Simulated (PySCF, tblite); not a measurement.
# C₆H₁₂BN: geometry, infrared bands and NMR shifts

Aim: predict the infrared bands and NMR shifts of C₆H₁₂BN (`C=C/N=C\CB(C)C`).

The runs use tblite 0.8.0 and PySCF 2.14.0, with density-fitted response routines of our own; the level of theory stands in each step. All values are computed, except where a source is named. Atoms count from 0, in the outputs and in this text.

### Step 1. The starting structure

20 atoms, charge 0, multiplicity 1; geometry from: force field or distance geometry start.

Bonds of the start (Å): C0–C1 1.35, C1–N2 1.43, N2–C3 1.30, C3–C4 1.49, C4–B5 1.60, B5–C6 1.60, B5–C7 1.59, C0–H8 1.10, C0–H9 1.06, C1–H10 1.08, C3–H11 1.08, C4–H12 1.13, C4–H13 1.09, C6–H14 1.11, C6–H15 1.10, C6–H16 1.11, C7–H17 1.11, C7–H18 1.11, C7–H19 1.10.

### Step 2. Geometry optimisation with GFN2-xTB

The job: settings as JSON, then the geometry in Å.

```
{"job": {"kind": "relax", "xc": "GFN2-xTB", "basis": "xTB"}, "charge": 0, "multiplicity": 1}
C      3.869000    -0.570700     0.108900
C      2.727900     0.074700    -0.229200
N      1.904000    -0.480000    -1.255300
C      0.637300    -0.197000    -1.358000
C     -0.060000     0.691300    -0.388400
B     -1.589700     0.275900    -0.176100
C     -2.480100     1.185500     0.785100
C     -2.026300    -1.250500    -0.290300
H      4.055300    -1.490700    -0.465800
H      4.511800    -0.209800     0.874000
H      2.457200     0.982800     0.291000
H      0.096300    -0.667900    -2.162000
H     -0.085200     1.700500    -0.891800
H      0.450300     0.807200     0.571200
H     -2.416700     0.715700     1.791500
H     -3.544100     1.166600     0.510700
H     -2.068200     2.220300     0.834100
H     -1.155500    -1.939500    -0.315800
H     -2.682800    -1.549900     0.557500
H     -2.605400    -1.453800    -1.204000
```

The run is started by

```
$ OMP_NUM_THREADS=1 python probes_run.py task.json out
```

The driver reads the jobs from task.json and runs them one after another.

**Question.** This job is followed by: GFN2-xTB harmonic vibrations, gas phase; GIAO PBE0/pcSseg-1 NMR shielding, non-relativistic, gas phase. What will the session give for the following? strongest single infrared mode (GFN2-xTB); zero-point energy (GFN2-xTB); ¹³C shifts against TMS (PBE0/pcSseg-1, means over atoms taken as alike); ¹H shifts against TMS (PBE0/pcSseg-1, means over atoms taken as alike); ¹⁵N shifts against NH3 (PBE0/pcSseg-1); ¹¹B shifts against BF3·OEt2 (PBE0/pcSseg-1).

The runs gave:

```
                                                               quantity                                   value
                              strongest single infrared mode (GFN2-xTB)                   1162 cm⁻¹, 181 km/mol
                                           zero-point energy (GFN2-xTB)                          104.0 kcal/mol
¹³C shifts against TMS (PBE0/pcSseg-1, means over atoms taken as alike)      167.6, 150.3, 96.6, 40.5, 15.0 ppm
 ¹H shifts against TMS (PBE0/pcSseg-1, means over atoms taken as alike)  7.86, 7.28, 4.26, 3.92, 2.74, 0.98 ppm
                                 ¹⁵N shifts against NH3 (PBE0/pcSseg-1)                               377.6 ppm
                            ¹¹B shifts against BF3·OEt2 (PBE0/pcSseg-1)                                88.8 ppm
```

What this shows: The optimisation took 183 steps and gained 0.681 eV; among the close pairs (by a distance rule), C1–N2 changed most, from 1.428 to 1.371 Å. No mode is imaginary among the 54: a minimum at this level. The strongest single mode, at 1162 cm⁻¹, moves mainly B5. GFN2-xTB is a fitted tight-binding method: band positions and strengths are rough. Its intensities can rank the bands wrongly. At PBE0/pcSseg-1: The widest tensor belongs to N2: span 594 ppm, with a paramagnetic part of -440 ppm.
